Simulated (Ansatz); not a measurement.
Set up this calculation in Ansatz 0.2.0, as the native input.

* Task: band structure
* Functional: PBE
* Potentials or basis: JTH PAW
* Cutoff: 1380 eV (not typed: the program's choice for these potentials)
* k mesh: 9 × 9 × 9
* Occupations: fermi-dirac, width 0.05 eV
* Spin: no spin polarisation
* Path: [["G", "X", "W", "K", "G", "L", "U", "W", "L", "K"], ["U", "X"]]
* Points for each segment of the path: 14

The system is SiO.

```
Si O
1.0
     0.00000    2.43364    2.43364
     2.43364    0.00000    2.43364
     2.43364    2.43364    0.00000
Si O
1 1
Direct
  0.75000 0.75000 0.75000
  0.00000 0.00000 0.00000
```

The cell was built by a generator and needn't be a form met in nature.

The input as run:

input.yaml

```yaml
crystal:
  lattice:
    - [0.0, 2.43364, 2.43364]
    - [2.43364, 0.0, 2.43364]
    - [2.43364, 2.43364, 0.0]
  atoms:
    - { symbol: Si, position: [0.75, 0.75, 0.75] }
    - { symbol: O, position: [0.0, 0.0, 0.0] }
hamiltonian:
  xc: pbe
  pseudopotentials: { kind: paw, source: jth }
kpoints:
  mp_grid: { grid: [9, 9, 9] }
  band_path:
    path:
      - [[0.0, 0.0, 0.0], [0.5, 0.0, 0.5], [0.5, 0.25, 0.75], [0.375, 0.375, 0.75], [0.0, 0.0, 0.0], [0.5, 0.5, 0.5], [0.625, 0.25, 0.625], [0.5, 0.25, 0.75], [0.5, 0.5, 0.5], [0.375, 0.375, 0.75]]
      - [[0.625, 0.25, 0.625], [0.5, 0.0, 0.5]]
    npoints: 14
scf:
  occupations: { method: fermi_dirac, width: 0.05 }
  n_extra_bands: 6
output:
  forces: true
  stress: true
  eigenvalues: true
  fatbands: false
```

Potentials or basis: JTH PAW.

The run is started by

```sh
$ ansatz run input.yaml --threads 2 --pin off --max-ram 5632MiB --backend cpu --events-out ev --progress --plain --runs-dir out
```

Results of the run:

```json
{
  "Pressure": "-0.2 GPa",
  "Band gap on the k mesh": "none (metal or under the smearing width)"
}
```

Wall time 8.4 s on 2 threads of Arm Neoverse V1 (shared host), peak memory 0.47 GiB.
